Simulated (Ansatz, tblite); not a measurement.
# Si(NH2)4 (SiN₄H₈): charged states by level of theory

Aim: the energy of removing and adding an electron for Si(NH2)4 (SiN₄H₈), by energy differences, and how well orbital energies stand in for it.

Computed with Ansatz 0.2.0, Gaussian basis. Level: as each input shows.

Levels to be run: charge +1 doublet, at the geometry of the singlet (PBE0-D4/def2-TZVP, PBE-D4/def2-TZVP, LDA/def2-TZVP); charge -1 doublet, at the geometry of the singlet (PBE0-D4/def2-TZVPD, PBE-D4/def2-TZVPD, LDA/def2-TZVPD); the starting singlet's energies come from earlier runs.

2 further runs of the same task are left out: 2 set aside as unsound or not needed.

### 1 The relaxed structure

The geometry is that of the singlet, from an earlier relaxation (r2SCAN-D4/def2-SVP).

13 atoms, charge 0, spin multiplicity 1.

Atoms are counted from 1 here; the program's logs count them from 0.

Bond lengths: Si1–N2 1.734 Å, Si1–N5 1.734 Å, Si1–N8 1.734 Å, Si1–N11 1.734 Å, N2–H3 1.015 Å, N2–H4 1.015 Å, N5–H6 1.015 Å, N5–H7 1.015 Å, N8–H9 1.015 Å, N8–H10 1.015 Å, N11–H12 1.015 Å, N11–H13 1.015 Å. Angles: N2–Si1–N5 102.4°, N2–Si1–N8 102.4°, N2–Si1–N11 124.8°, N5–Si1–N8 124.8°, N5–Si1–N11 102.4°, N8–Si1–N11 102.4°, Si1–N2–H3 118.8°, Si1–N2–H4 118.8°, H3–N2–H4 110.5°, Si1–N5–H6 118.8°, Si1–N5–H7 118.8°, H6–N5–H7 110.6°, Si1–N8–H9 118.8°, Si1–N8–H10 118.8°, H9–N8–H10 110.5°, Si1–N11–H12 118.8°, Si1–N11–H13 118.8°, H12–N11–H13 110.5°.

### 2 Charge +1 doublet at the fixed geometry, PBE0-D4/def2-TZVP

Input file in.yaml:

```yaml
crystal:
  periodic: [false, false, false]
  atoms:
    - {symbol: Si, position_ang: [0.000040, 0.000005, -0.000027]}
    - {symbol: N, position_ang: [0.198630, 0.184014, 1.712782]}
    - {symbol: H, position_ang: [0.794474, -0.471533, 2.208775]}
    - {symbol: H, position_ang: [-0.611271, 0.424946, 2.275418]}
    - {symbol: N, position_ang: [1.626839, -0.269291, -0.536329]}
    - {symbol: H, position_ang: [2.366395, 0.322607, -0.171170]}
    - {symbol: H, position_ang: [1.790339, -0.480563, -1.515746]}
    - {symbol: N, position_ang: [-0.962717, 1.381787, -0.413386]}
    - {symbol: H, position_ang: [-0.711817, 2.285761, -0.025226]}
    - {symbol: H, position_ang: [-1.287389, 1.482834, -1.369942]}
    - {symbol: N, position_ang: [-0.862949, -1.296192, -0.762782]}
    - {symbol: H, position_ang: [-0.467577, -2.230807, -0.734528]}
    - {symbol: H, position_ang: [-1.872998, -1.333568, -0.667828]}
basis:
  gaussian: {orbitals: def2-TZVP}
total_charge: 1
magnetization: {spin_polarized: true, initial_magnetization: 1}
hamiltonian: {xc: pbe0, dispersion: d4}
scf: {omitted_lower_state_checks: [starts]}
output: {orbitals: {seedname: orbitals}}
```

Command:

```bash
$ ansatz run in.yaml --threads 4 --pin off --events-out ev --progress --plain --max-ram 4787MiB
```

Output:

```text
Functional definition: PBE0
  name "PBE0"
  cite "Adamo & Barone, J. Chem. Phys. 110, 6158 (1999) doi:10.1063/1.478522"
  cite "Perdew, Burke & Ernzerhof, Phys. Rev. Lett. 77, 3865 (1996) doi:10.1103/PhysRevLett.77.3865"
  parent pbe
  parameter a = 0.25
  parameter kappa = 0.804
  parameter beta = 0.06672455060314922
  exchange = (1 - a)*pbe_x(kappa = kappa, mu = beta*pi^2/3) + a*exact_x
  correlation = pbe_c(beta = beta)
these checks for a lower state are left out or cut short: starts
1240 factors; their error is unknown
mean field evaluation 1: about -13932.3216 eV, gradient 8.1e1 eV
mean field evaluation 2: about -13912.4040 eV, gradient 9.7e1 eV
mean field evaluation 4: about -13953.2095 eV, gradient 2.4e1 eV
mean field evaluation 8: about -13955.8535 eV, gradient 1.2e0 eV
mean field evaluation 16: about -13955.8997 eV, gradient 4.1e-3 eV
mean field -13955.89971994 eV, -512.8698550591 hartree, gradient 2.1e-5 eV, S^2 0.760573; 0 other end points of the search recorded, 0 dependent functions left out
reference -13955.89974791 eV, -512.8698560870 hartree; 25, 24 occupied and 184, 185 virtual orbitals, 1240 factors
Total energy: -13956.11275317 eV, -512.8776838859 hartree
Checks for a lower state left out: starts
```

Run time: 15 s. Hardware: 4 threads of Intel Xeon at 2.50GHz, shared host; peak memory 0.67 GiB.

HOMO -11.94 eV, LUMO -10.64 eV (over both spins); ⟨S²⟩ 0.761 (pure: 0.75).

### 3 Charge +1 doublet at the fixed geometry, PBE-D4/def2-TZVP

start.molden holds the orbitals of an earlier run on this state, given as this run's starting guess.

Changes to in.yaml since step 2:

```diff
@@ -17,6 +17,6 @@
 basis:
-  gaussian: {orbitals: def2-TZVP}
+  gaussian: {orbitals: def2-TZVP, initial_orbitals: start.molden}
 total_charge: 1
 magnetization: {spin_polarized: true, initial_magnetization: 1}
-hamiltonian: {xc: pbe0, dispersion: d4}
+hamiltonian: {xc: pbe, dispersion: d4}
 scf: {omitted_lower_state_checks: [starts]}
```

The command is unchanged.

Output:

```text
Functional definition: PBE
  name "PBE"
  cite "Perdew, Burke & Ernzerhof, Phys. Rev. Lett. 77, 3865 (1996) doi:10.1103/PhysRevLett.77.3865"
  parent pbe
  parameter kappa = 0.804
  parameter beta = 0.06672455060314922
  exchange = pbe_x(kappa = kappa, mu = beta*pi^2/3)
  correlation = pbe_c(beta = beta)
these checks for a lower state are left out or cut short: starts
1224 factors; their error is unknown
mean field evaluation 1: about -13955.1323 eV, gradient 7.6e0 eV
mean field evaluation 2: about -13955.2455 eV, gradient 1.4e-1 eV
mean field evaluation 4: about -13955.2184 eV, gradient 7.7e-4 eV
mean field -13955.21836327 eV, -512.8448156634 hartree, gradient 2.0e-5 eV, S^2 0.753057; 0 other end points of the search recorded, 0 dependent functions left out
reference -13955.21840227 eV, -512.8448170965 hartree; 25, 24 occupied and 184, 185 virtual orbitals, 1224 factors
Total energy: -13955.47157129 eV, -512.8541208867 hartree
Checks for a lower state left out: starts
```

It took 8.5 s on 4 threads of Intel Xeon at 2.50GHz, shared host.

From the report: HOMO -11.01 eV, LUMO -11.00 eV (over both spins); ⟨S²⟩ 0.753 (pure: 0.75).

### 4 Charge +1 doublet at the fixed geometry, LDA/def2-TZVP

Changes to in.yaml since step 3:

```diff
@@ -20,3 +20,3 @@
 magnetization: {spin_polarized: true, initial_magnetization: 1}
-hamiltonian: {xc: pbe, dispersion: d4}
+hamiltonian: {xc: lda}
 scf: {omitted_lower_state_checks: [starts]}
```

Launched as before.

Output:

```text
Functional definition: SPW92
  name "SPW92"
  cite "Dirac, Proc. Camb. Phil. Soc. 26, 376 (1930) doi:10.1017/S0305004100016108"
  cite "Slater, Phys. Rev. 81, 385 (1951) doi:10.1103/PhysRev.81.385"
  cite "Perdew & Wang, Phys. Rev. B 45, 13244 (1992) doi:10.1103/PhysRevB.45.13244"
  exchange = slater_x
  correlation = pw_c
these checks for a lower state are left out or cut short: starts
1224 factors; their error is unknown
mean field evaluation 1: about -13884.9073 eV, gradient 3.0e1 eV
mean field evaluation 2: about -13885.3955 eV, gradient 6.9e-1 eV
mean field evaluation 4: about -13885.3748 eV, gradient 3.0e-1 eV
mean field evaluation 8: about -13885.3750 eV, gradient 2.6e-5 eV
mean field -13885.37504872 eV, -510.2781211954 hartree, gradient 2.6e-5 eV, S^2 0.751899; 0 other end points of the search recorded, 0 dependent functions left out
reference -13885.37508352 eV, -510.2781224741 hartree; 25, 24 occupied and 184, 185 virtual orbitals, 1224 factors
Total energy: -13885.37508352 eV, -510.2781224741 hartree
Checks for a lower state left out: starts
```

Run time: 4.6 s. Hardware: 4 threads of Intel Xeon at 2.50GHz, shared host.

From the report: HOMO -11.24 eV, LUMO -11.24 eV (over both spins); ⟨S²⟩ 0.752 (pure: 0.75).

### 5 Vertical ionisation energy

Charged state less starting state, singlet to doublet; the starting state's energies are those of its earlier runs.

```csv
level,vertical ionisation energy (eV),time
LDA/def2-TZVP,+8.34,8.5 s
PBE-D4/def2-TZVP,+8.17,15 s
PBE0-D4/def2-TZVP,+8.71,22 s
```

Times add the two runs; a level without a time comes out of a correlated run.

Beside −ε(HOMO) of the starting state:

```csv
level,−ε(HOMO) (eV),by difference (eV),mismatch (eV)
LDA/def2-TZVP,5.46,8.34,-2.87
PBE-D4/def2-TZVP,5.30,8.17,-2.87
PBE0-D4/def2-TZVP,6.75,8.71,-1.96
```

### 6 Charge -1 doublet at the fixed geometry, PBE0-D4/def2-TZVPD

Changes to in.yaml since step 4:

```diff
@@ -17,6 +17,6 @@
 basis:
-  gaussian: {orbitals: def2-TZVP, initial_orbitals: start.molden}
-total_charge: 1
+  gaussian: {orbitals: def2-TZVPD}
+total_charge: -1
 magnetization: {spin_polarized: true, initial_magnetization: 1}
-hamiltonian: {xc: lda}
+hamiltonian: {xc: pbe0, dispersion: d4}
 scf: {omitted_lower_state_checks: [starts]}
```

The command is unchanged.

Output, shortened:

```text
Functional definition: PBE0
  name "PBE0"
  cite "Adamo & Barone, J. Chem. Phys. 110, 6158 (1999) doi:10.1063/1.478522"
  cite "Perdew, Burke & Ernzerhof, Phys. Rev. Lett. 77, 3865 (1996) doi:10.1103/PhysRevLett.77.3865"
  parent pbe
[...]
1420 factors; their error is unknown
[...]
a density is far from that of the atoms, so the factors are made again for it
1860 factors; integrals over basis functions are off by at most 9.8e-4 eV
mean field -13963.82514346 eV, -513.1611090016 hartree, gradient 9.8e-6 eV, S^2 0.750271; 0 other end points of the search recorded, 0 dependent functions left out
reference -13963.82518497 eV, -513.1611105269 hartree; 26, 25 occupied and 237, 238 virtual orbitals, 1860 factors
Total energy: -13964.09320985 eV, -513.1709602598 hartree
Checks for a lower state left out: starts
```

Wall time 38 s (4 threads of Intel Xeon at 2.50GHz, shared host); peak memory 1.1 GiB.

HOMO 1.87 eV, LUMO 2.98 eV (over both spins); ⟨S²⟩ 0.750 (pure: 0.75). Doubts: highest occupied level lies above zero.

### 7 Charge -1 doublet at the fixed geometry, PBE-D4/def2-TZVPD

Changes to in.yaml since step 6:

```diff
@@ -17,6 +17,6 @@
 basis:
-  gaussian: {orbitals: def2-TZVPD}
+  gaussian: {orbitals: def2-TZVPD, initial_orbitals: start.molden}
 total_charge: -1
 magnetization: {spin_polarized: true, initial_magnetization: 1}
-hamiltonian: {xc: pbe0, dispersion: d4}
+hamiltonian: {xc: pbe, dispersion: d4}
 scf: {omitted_lower_state_checks: [starts]}
```

The command is unchanged.

Output, shortened:

```text
Functional definition: PBE
  name "PBE"
  cite "Perdew, Burke & Ernzerhof, Phys. Rev. Lett. 77, 3865 (1996) doi:10.1103/PhysRevLett.77.3865"
  parent pbe
[...]
1399 factors; their error is unknown
[...]
a density is far from that of the atoms, so the factors are made again for it
1854 factors; integrals over basis functions are off by at most 9.8e-4 eV
mean field -13962.79912991 eV, -513.1234036991 hartree, gradient 2.2e-5 eV, S^2 0.750202; 0 other end points of the search recorded, 0 dependent functions left out
reference -13962.79918561 eV, -513.1234057459 hartree; 26, 25 occupied and 237, 238 virtual orbitals, 1854 factors
Total energy: -13963.11712475 eV, -513.1350897938 hartree
Checks for a lower state left out: starts
```

It took 26 s on 4 threads of Intel Xeon at 2.50GHz, shared host; peak memory 0.87 GiB.

HOMO 2.09 eV, LUMO 2.45 eV (over both spins); ⟨S²⟩ 0.750 (pure: 0.75). Doubts: highest occupied level lies above zero.

### 8 Charge -1 doublet at the fixed geometry, LDA/def2-TZVPD

Changes to in.yaml since step 7:

```diff
@@ -20,3 +20,3 @@
 magnetization: {spin_polarized: true, initial_magnetization: 1}
-hamiltonian: {xc: pbe, dispersion: d4}
+hamiltonian: {xc: lda}
 scf: {omitted_lower_state_checks: [starts]}
```

The command is unchanged.

Output:

```text
Functional definition: SPW92
  name "SPW92"
  cite "Dirac, Proc. Camb. Phil. Soc. 26, 376 (1930) doi:10.1017/S0305004100016108"
  cite "Slater, Phys. Rev. 81, 385 (1951) doi:10.1103/PhysRev.81.385"
  cite "Perdew & Wang, Phys. Rev. B 45, 13244 (1992) doi:10.1103/PhysRevB.45.13244"
  exchange = slater_x
  correlation = pw_c
these checks for a lower state are left out or cut short: starts
1399 factors; their error is unknown
mean field evaluation 1: about -13892.7702 eV, gradient 3.0e1 eV
mean field evaluation 2: about -13893.2914 eV, gradient 8.1e-1 eV
mean field evaluation 4: about -13893.2803 eV, gradient 3.2e-1 eV
mean field evaluation 8: about -13893.2807 eV, gradient 3.4e-5 eV
mean field -13893.28070965 eV, -510.5686488758 hartree, gradient 3.4e-5 eV, S^2 0.750344; 0 other end points of the search recorded, 0 dependent functions left out
reference -13893.28075187 eV, -510.5686504273 hartree; 26, 25 occupied and 237, 238 virtual orbitals, 1399 factors
Total energy: -13893.28075187 eV, -510.5686504273 hartree
Checks for a lower state left out: starts
```

It took 8 s on 4 threads of Intel Xeon at 2.50GHz, shared host.

From the report: HOMO 1.98 eV, LUMO 2.28 eV (over both spins); ⟨S²⟩ 0.750 (pure: 0.75). Doubts: highest occupied level lies above zero.

### 9 Vertical electron affinity

Starting state less charged state (positive: the electron is bound), singlet to doublet; the starting state's energies are those of its earlier runs.

```csv
level,vertical electron affinity (eV),time
LDA/def2-TZVPD,-0.57,14 s
PBE-D4/def2-TZVPD,-0.67,33 s
PBE0-D4/def2-TZVPD,-0.85,46 s
```

Times add the two runs; a level without a time comes out of a correlated run.

Beside −ε(LUMO) of the starting state:

```csv
level,−ε(LUMO) (eV),by difference (eV),mismatch (eV)
LDA/def2-TZVPD,0.76,-0.57,+1.34
PBE-D4/def2-TZVPD,0.70,-0.67,+1.37
PBE0-D4/def2-TZVPD,0.06,-0.85,+0.91
```

### 10 Outcome

```
                                             quantity                               value
 vertical ionisation energy, functionals in def2-TZVP  8.17 (PBE-D4) to 8.71 eV (PBE0-D4)
vertical electron affinity, functionals in def2-TZVPD   -0.85 (PBE0-D4) to -0.57 eV (LDA)
```

What this shows: The vertical ionisation energy spans 8.17 to 8.71 eV over the functionals. −ε(HOMO) misses the level's own difference by -1.96 eV at best (PBE0-D4) and -2.87 eV at worst (LDA). The vertical electron affinity spans -0.85 to -0.57 eV over the functionals. A negative affinity means an unbound electron, held by the basis alone. −ε(LUMO) misses the level's own difference by +0.91 eV at best (PBE0-D4) and +1.37 eV at worst (PBE-D4).
